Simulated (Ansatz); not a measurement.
# MoSi2 (Si2Mo-type): how the settings move a single-point run

How sensitive is a single-point run of MoSi2 (Si2Mo-type) to its settings? A reference run comes first, then four runs with altered input.

Computed with Ansatz 0.2.0 (reference: DFT r2SCAN, scalar-relativistic, plane waves, PAW, unless a step's input says otherwise).

**1. The starting structure**

It takes space group I4/mmm (No. 139, tetragonal). Conventional cell: a = 3.202 Å, b = 3.202 Å, c = 7.817 Å, α = 90.00°, β = 90.00°, γ = 90.00°. Si (site symmetry 4mm) has 5 Si at 2.58 to 2.63 Å and 5 Mo at 2.60 to 2.62 Å as nearest neighbours. Mo (site symmetry 4/mmm) has 10 Si at 2.60 to 2.62 Å as nearest neighbours.

Coordinates:

```
CELL_PARAMETERS angstrom
-1.60104 1.60104 3.90839
1.60104 -1.60104 3.90839
1.60104 1.60104 -3.90839
ATOMIC_POSITIONS crystal
Si 0.33528 0.33528 0.00000
Si 0.66472 0.66472 0.00000
Mo 0.00000 0.00000 0.00000
```

**2. The reference run**

Contents of input.yaml:

```yaml
crystal:
  lattice:
    - [-1.6010447289, 1.6010447289, 3.9083925469]
    - [1.6010447289, -1.6010447289, 3.9083925469]
    - [1.6010447289, 1.6010447289, -3.9083925469]
  atoms:
    - { symbol: Si, position: [0.3352808695, 0.3352808695, 0.0] }
    - { symbol: Si, position: [0.6647191305, 0.6647191305, 0.0] }
    - { symbol: Mo, position: [0.0, 0.0, 0.0] }
basis:
  ecutwfc: 500
  ecutrho_ratio: 4
kpoints:
  mp_grid: { grid: [14, 14, 14] }
  band_path:
    path:
      - [[0.0, 0.0, 0.0], [0.0, 0.0, 0.5], [0.25, 0.25, 0.25], [0.0, 0.5, 0.0], [0.0, 0.0, 0.0], [0.5, 0.5, -0.5], [0.2919518, 0.7080482, -0.2919518]]
      - [[-0.2919518, 0.2919518, 0.2919518], [0.0, 0.0, 0.0]]
      - [[0.0, 0.0, 0.5], [-0.0839036, 0.0839036, 0.5]]
      - [[0.5, 0.5, -0.0839036], [0.5, 0.5, -0.5]]
    npoints: 14
hamiltonian:
  xc: r2scan
scf:
  occupations: { method: gaussian, width: 0.05 }
  n_extra_bands: 12
output:
  forces: true
  stress: true
  eigenvalues: true
  populations: true
  dos: { projected: true, de: 0.02, nscf_kmesh: { grid: [21, 21, 21] } }
  bader: true
  write_density: true
  write_potential: true
  elf: true
  volumetric_format: npy
```

Command:

```sh
> ansatz run input.yaml --threads 4 --pin off --max-ram 7168MiB --backend cpu --events-out ev --progress --plain --runs-dir out
```

**3. Changed: same input**

Contents of input.yaml:

```yaml
crystal:
  lattice:
    - [-1.6010447289, 1.6010447289, 3.9083925469]
    - [1.6010447289, -1.6010447289, 3.9083925469]
    - [1.6010447289, 1.6010447289, -3.9083925469]
  atoms:
    - { symbol: Si, position: [0.3352808695, 0.3352808695, 0.0] }
    - { symbol: Si, position: [0.6647191305, 0.6647191305, 0.0] }
    - { symbol: Mo, position: [0.0, 0.0, 0.0] }
basis:
  ecutwfc: 500
  ecutrho_ratio: 4
kpoints:
  mp_grid: { grid: [14, 14, 14] }
hamiltonian:
  xc: r2scan
scf:
  occupations: { method: gaussian, width: 0.05 }
output:
  forces: true
  stress: true
  write_density: true
  write_potential: true
  elf: true
  volumetric_format: npy
```

**4. Changed: scf.algorithm direct_min**

Contents of input.yaml:

```yaml
crystal:
  lattice:
    - [-1.6010447289, 1.6010447289, 3.9083925469]
    - [1.6010447289, -1.6010447289, 3.9083925469]
    - [1.6010447289, 1.6010447289, -3.9083925469]
  atoms:
    - { symbol: Si, position: [0.3352808695, 0.3352808695, 0.0] }
    - { symbol: Si, position: [0.6647191305, 0.6647191305, 0.0] }
    - { symbol: Mo, position: [0.0, 0.0, 0.0] }
basis:
  ecutwfc: 500
  ecutrho_ratio: 4
kpoints:
  mp_grid: { grid: [14, 14, 14] }
hamiltonian:
  xc: r2scan
scf:
  occupations: { method: gaussian, width: 0.05 }
  algorithm: direct_min
output:
  forces: true
  stress: true
```

**5. Variant: scf.algorithm direct_min, preconditioner resta**

Contents of input.yaml:

```yaml
crystal:
  lattice:
    - [-1.6010447289, 1.6010447289, 3.9083925469]
    - [1.6010447289, -1.6010447289, 3.9083925469]
    - [1.6010447289, 1.6010447289, -3.9083925469]
  atoms:
    - { symbol: Si, position: [0.3352808695, 0.3352808695, 0.0] }
    - { symbol: Si, position: [0.6647191305, 0.6647191305, 0.0] }
    - { symbol: Mo, position: [0.0, 0.0, 0.0] }
basis:
  ecutwfc: 500
  ecutrho_ratio: 4
kpoints:
  mp_grid: { grid: [14, 14, 14] }
hamiltonian:
  xc: r2scan
scf:
  occupations: { method: gaussian, width: 0.05 }
  algorithm: direct_min
  mixing: { preconditioner: resta }
output:
  forces: true
  stress: true
  write_density: true
  write_potential: true
  elf: true
  volumetric_format: npy
```

**6. Changed: preconditioner kerker**

Contents of input.yaml:

```yaml
crystal:
  lattice:
    - [-1.6010447289, 1.6010447289, 3.9083925469]
    - [1.6010447289, -1.6010447289, 3.9083925469]
    - [1.6010447289, 1.6010447289, -3.9083925469]
  atoms:
    - { symbol: Si, position: [0.3352808695, 0.3352808695, 0.0] }
    - { symbol: Si, position: [0.6647191305, 0.6647191305, 0.0] }
    - { symbol: Mo, position: [0.0, 0.0, 0.0] }
basis:
  ecutwfc: 500
  ecutrho_ratio: 4
kpoints:
  mp_grid: { grid: [14, 14, 14] }
hamiltonian:
  xc: r2scan
scf:
  occupations: { method: gaussian, width: 0.05 }
  mixing: { preconditioner: kerker }
output:
  forces: true
  stress: true
```

**Question.** What will these runs give? Wanted: for each run, ending; energy change; pressure; gap; force.

The runs gave:

```csv
run,ending,energy change,pressure (GPa),gap (eV),force (eV/Å),cycles,time
reference,converged,0,0.0,0.00,0.00,7,25 s
1: same input,converged,0.0 meV/atom,0.0,0.00,0.00,7,6.7 s
2: scf.algorithm direct_min,converged,0.0 meV/atom,0.0,0.00,0.00,5,15 s
"3: scf.algorithm direct_min, preconditioner resta",converged,0.0 meV/atom,0.0,0.00,0.00,5,16 s
4: preconditioner kerker,converged,0.0 meV/atom,0.0,0.00,0.00,7,5.1 s
```

Times don't compare one to one where runs were asked for different outputs or read a saved state (see the inputs); cycles may leave out searches for a lower state.

Residual by cycle in the longest SCF loop of each run; runs are numbered as in the table. The quantity is the density residual dr2, in eV.

```csv
cycle,reference,run 1,run 2,run 3,run 4
1,0.018,0.0182,0.0183,0.0183,0.0182
2,0.00737,0.00734,0.00137,0.00137,0.00734
3,1.7e-4,2.1e-4,3.2e-5,3.2e-5,2.1e-4
4,1.5e-5,1.6e-5,1.3e-7,1.3e-7,1.6e-5
5,2.7e-6,2.9e-6,7.9e-10,7.9e-10,2.9e-6
6,1.5e-7,1.2e-7,-,-,1.2e-7
7,2.6e-8,2.3e-8,-,-,2.3e-8
```

**Reading.** Of the converged runs whose energies compare with the reference's, none moves it noticeably. The reference has no spin polarisation; with Mo present, a magnetic state may lie lower.
